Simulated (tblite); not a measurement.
# BF2H4OSi2: the cost of one run

Computed with tblite 0.8.0 and PySCF 2.14.0; each step states its level. No surroundings beyond the atoms listed, unless a continuum is named. Atoms count from 0, parts from 1.

## Step 1: Starting point

10 atoms, charge 0, multiplicity 2; geometry: distance geometry start.

## Step 2: Geometry optimisation with GFN2-xTB

The job: settings as JSON, then the geometry in Å.

```
{"job": {"kind": "relax", "xc": "GFN2-xTB", "basis": "xTB"}, "charge": 0, "multiplicity": 2}
Si     0.108084    -0.633675     1.409918
F      1.650391    -1.254065     1.642023
F     -0.341920     0.250127     2.768486
B      0.148140     0.559863    -0.139377
Si     1.893137     1.031479    -0.858119
O     -1.044422    -1.931746     1.118780
H     -0.654224     1.406470    -0.146115
H      2.020382     0.604515    -2.206375
H      2.887973     0.356196    -0.081297
H      2.082334     2.427724    -0.764605
```

Level: GFN2-xTB geometry optimisation, gas phase.

On the command line:

```console
$ OMP_NUM_THREADS=1 python cluster_run.py task.json out
```

This one command runs all jobs of the session in turn.

Q: Estimate the wall time of this first job on 1 thread of Arm Neoverse V1, shared host.

About 3.6 s.
